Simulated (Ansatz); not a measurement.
# AlIF₂: taking an electron away

One table from this session's results is given with a row withheld; the runs are named, their logs left out.

Program: Ansatz 0.2.0, Gaussian basis. Level of theory: unrestricted cation, the program's frozen cores in correlated methods. These are calculated values, not measurements.

The runs, in order: UKS PBE-D4/def2-TZVPP; UKS r2SCAN-D4/def2-TZVPP; UKS PBE0-D4/def2-TZVPP; UKS B3LYP-D4/def2-TZVPP; UKS wB97X-V/def2-TZVPP; UKS wB97M-V/def2-TZVPP; UKS B2PLYP/def2-TZVPP; UHF-CCSD(T)/def2-TZVPP; UHF-CCSD(T)/def2-QZVPP; extrapolation to the limit; then −ε(HOMO) from the neutral's earlier runs with LDA (SPW92), PBE-D4, revPBE-D4, BLYP-D4, r2SCAN-D4, B97M-V, PBE0-D4, B3LYP-D4, r2SCANh-D4, r2SCAN0-D4, HSE06-D4, BHLYP-D4, CAM-B3LYP-D4, LC-ωPBE, ωB97X-V, ωB97M-V.

### The geometry

The geometry comes from an earlier relaxation with PBE0-D4 in a triple-zeta def2 set; it is a stationary point. I takes the def2 core potential; no spin-orbit term is included.

SMILES `[F][Al]([F])[I]`, 4 atoms, charge 0, spin multiplicity 1.

Atoms are counted from 1 here; the program's logs count them from 0.

Bond lengths: F1–Al2 1.633 Å, Al2–F3 1.633 Å, Al2–I4 2.429 Å. Angles: F1–Al2–F3 118.5°, F1–Al2–I4 120.8°, F3–Al2–I4 120.8°.

Set-up of the first run:

File in.yaml:

```yaml
crystal:
  periodic: [false, false, false]
  atoms:
    - {symbol: F, position_ang: [1.129270, 0.622705, 1.165166]}
    - {symbol: Al, position_ang: [0.143479, -0.114226, 0.091492]}
    - {symbol: F, position_ang: [0.299634, -1.724640, -0.131697]}
    - {symbol: I, position_ang: [-1.516882, 1.155862, -1.145262]}
basis:
  gaussian: {orbitals: def2-TZVPP}
total_charge: 1
magnetization: {spin_polarized: true, initial_magnetization: 1}
hamiltonian: {xc: pbe, dispersion: d4}
```

The run is started by

```sh
> ansatz run in.yaml --threads 2 --pin off --events-out ev --progress --plain --max-ram 31744MiB --backend cpu
```

Steps of the session up to this table: Cation, UKS PBE-D4/def2-TZVPP; Cation, UKS r2SCAN-D4/def2-TZVPP; Cation, UKS PBE0-D4/def2-TZVPP; Cation, UKS B3LYP-D4/def2-TZVPP; Cation, UKS wB97X-V/def2-TZVPP; Cation, UKS wB97M-V/def2-TZVPP; Cation, UKS B2PLYP (frozen core)/def2-TZVPP; Cation, UHF-CCSD(T)/def2-TZVPP; Cation, UHF-CCSD(T)/def2-QZVPP.

One of the session's tables, all rows but one given; the rest of the session is left out.

For comparison, −ε(HOMO) of the neutral from earlier runs:

```
  functional  −ε(HOMO) (eV)
 LDA (SPW92)           7.40
      PBE-D4           7.22
   revPBE-D4           7.15
     BLYP-D4           7.02
   r2SCAN-D4           7.52
      B97M-V           7.49
     PBE0-D4           8.39
    B3LYP-D4           8.12
  r2SCANh-D4           7.95
  r2SCAN0-D4           8.59
    HSE06-D4              ?
    BHLYP-D4           9.36
CAM-B3LYP-D4           9.63
     LC-ωPBE          10.99
     ωB97X-V          10.64
     ωB97M-V          10.52
```

**Question.** Estimate the row for HSE06-D4.

The run gave: −ε(HOMO) (eV): 8.00. In the column «−ε(HOMO) (eV)» it lies between r2SCANh-D4 (7.95) and B3LYP-D4 (8.12).
